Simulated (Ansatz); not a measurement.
# CH₅FSnZn: basis-set convergence

The task here is to estimate one member of a computed series from the others.

Computed with Ansatz 0.2.0, Gaussian basis. Level: one geometry, several basis sets.

Plan: PBE0-D4/def2-SVP; ωB97M-V/def2-SVP; PBE0-D4/def2-QZVPP; ωB97M-V/def2-QZVPP; the functionals' def2-TZVPP values are taken from earlier runs.

## The relaxed structure

An earlier PBE0-D4 in a triple-zeta def2 set relaxation fixed the geometry. Sn takes the def2 core potential; no spin-orbit term is included.

SMILES `[CH3][SnH2][Zn][F]`, 9 atoms, charge 0, spin multiplicity 1.

Atoms are counted from 1 here; the program's logs count them from 0.

Bond lengths: C1–Sn2 2.147 Å, C1–H5 1.090 Å, C1–H6 1.090 Å, C1–H7 1.090 Å, Sn2–Zn3 2.544 Å, Sn2–H8 1.712 Å, Sn2–H9 1.713 Å, Zn3–F4 1.767 Å. Angles: Sn2–C1–H5 109.3°, Sn2–C1–H6 110.1°, Sn2–C1–H7 110.1°, H5–C1–H6 109.1°, H5–C1–H7 109.1°, H6–C1–H7 109.1°, C1–Sn2–Zn3 112.3°, C1–Sn2–H8 108.7°, C1–Sn2–H9 108.7°, Zn3–Sn2–H8 109.9°, Zn3–Sn2–H9 109.8°, H8–Sn2–H9 107.2°, Sn2–Zn3–F4 179.4°.

Set-up of the first run:

in.yaml

```yaml
crystal:
  periodic: [false, false, false]
  atoms:
    - {symbol: C, position_ang: [0.295140, 1.525111, 0.198529]}
    - {symbol: Sn, position_ang: [0.314251, -0.451637, -0.638262]}
    - {symbol: Zn, position_ang: [-1.088378, -2.086981, 0.715013]}
    - {symbol: F, position_ang: [-2.066094, -3.210423, 1.666348]}
    - {symbol: H, position_ang: [0.910096, 2.181847, -0.416821]}
    - {symbol: H, position_ang: [0.695688, 1.506292, 1.211657]}
    - {symbol: H, position_ang: [-0.723714, 1.910424, 0.224241]}
    - {symbol: H, position_ang: [-0.271491, -0.373786, -2.245585]}
    - {symbol: H, position_ang: [1.934513, -1.000856, -0.715120]}
basis:
  gaussian: {orbitals: def2-SVP}
hamiltonian: {xc: pbe0, dispersion: d4}
output: {orbitals: {seedname: orbitals}}
```

The run is started by

```sh
> ansatz run in.yaml --threads 4 --pin off --events-out ev --progress --plain --max-ram 10444MiB
```

Steps of the session up to this table: PBE0-D4 in def2-SVP; ωB97M-V in def2-SVP; PBE0-D4 in def2-QZVPP; ωB97M-V in def2-QZVPP.

One of the session's tables, all rows but one given; the rest of the session is left out.

It belongs to the step «Density functionals: the series». 

```
functional       basis  HOMO (eV)
   PBE0-D4    def2-SVP      -7.70
   PBE0-D4  def2-TZVPP      -7.91
   PBE0-D4  def2-QZVPP          ?
   ωB97M-V    def2-SVP      -9.69
   ωB97M-V  def2-TZVPP      -9.93
   ωB97M-V  def2-QZVPP      -9.91
```

Estimate the missing values for PBE0-D4, def2-QZVPP.

The run gave: HOMO (eV): -7.88. In the column «HOMO (eV)» it lies between PBE0-D4, def2-TZVPP (-7.91) and PBE0-D4, def2-SVP (-7.70).
